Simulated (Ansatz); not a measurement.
Ta3AsAu2O13:

```
Ta As Au O
1.0
     6.80067   -1.92163   -0.02621
     6.80067    1.92163   -0.02621
    -1.72225    0.00000   10.37288
Ta As Au O
3 1 2 13
Direct
  0.29832 0.29832 0.63042
  0.35838 0.35838 0.00386
  0.64153 0.64153 0.99841
  0.70210 0.70210 0.36249
  0.60176 0.60176 0.63181
  0.39989 0.39989 0.36577
  0.34257 0.34257 0.80557
  0.41638 0.41638 0.55635
  0.78159 0.78159 0.59389
  0.65958 0.65958 0.20071
  0.59095 0.59095 0.43486
  0.21897 0.21897 0.41156
  0.61546 0.61546 0.82214
  0.14400 0.14400 0.64097
  0.38300 0.38300 0.17947
  0.84498 0.84498 0.35825
  0.50050 0.50050 0.00258
  0.81269 0.81269 0.99232
  0.18737 0.18737 0.00856
```

The cell was built by a generator and needn't be a form met in nature.

| Item | Value |
| --- | --- |
| Program | Ansatz 0.2.0 |
| Task | relaxation of cell and atoms |
| Functional | r2SCAN |
| Potentials or basis | Ansatz PAW |
| Cutoff | 500 eV (not typed: the program's choice for these potentials) |
| k mesh | 5 × 5 × 2 |
| Occupations | fermi-dirac, width 0.05 eV |
| Spin | no spin polarisation |

At the start: volume 14.26 Å³/atom.

How do energy, volume and symmetry change on relaxing?

It ends after 12 steps and the volume is 13.82 Å³/atom (-3.1 %); space group Cm (No. 8, to 0.05 Å).

Step by step:
```tsv
step	energy change (eV)	largest force (eV/Å)	volume (Å³)
1	0.0000	0.5663	270.94
2	-0.1374	0.4415	262.53
3	-0.1513	0.1495	262.88
4	-0.1536	0.0656	262.91
5	-0.1541	0.0490	262.88
6	-0.1547	0.0316	262.79
7	-0.1549	0.0176	262.72
8	-0.1551	0.0133	262.67
9	-0.1551	0.0138	262.67
10	-0.1551	0.0147	262.72
11	-0.1551	0.0044	262.67
12	-0.1506	0.0044	262.67
```

Final structure:
```
CELL_PARAMETERS angstrom
6.73241 -1.90276 -0.03957
6.73241 1.90276 -0.03957
-1.72576 0.00000 10.26267
ATOMIC_POSITIONS crystal
Ta 0.29724 0.29724 0.62890
Ta 0.35752 0.35752 0.00413
Ta 0.64145 0.64145 0.99974
As 0.70374 0.70374 0.36477
Au 0.60162 0.60162 0.63201
Au 0.40057 0.40057 0.36670
O 0.34103 0.34103 0.80508
O 0.41660 0.41660 0.55752
O 0.78018 0.78018 0.58698
O 0.66200 0.66200 0.20260
O 0.59285 0.59285 0.43450
O 0.21991 0.21991 0.41088
O 0.61508 0.61508 0.82247
O 0.14314 0.14314 0.63962
O 0.38261 0.38261 0.18033
O 0.84470 0.84470 0.35862
O 0.50016 0.50016 0.00345
O 0.81184 0.81184 0.99222
O 0.18778 0.18778 0.00946
```

Caveat: the plane-wave basis is chosen anew once the cell has moved, so the energies of steps on either side of that aren't comparable; the PAW data sets come from PBE, with cores solved anew for the run's functional, which leaves a small shift of forces and pressure.
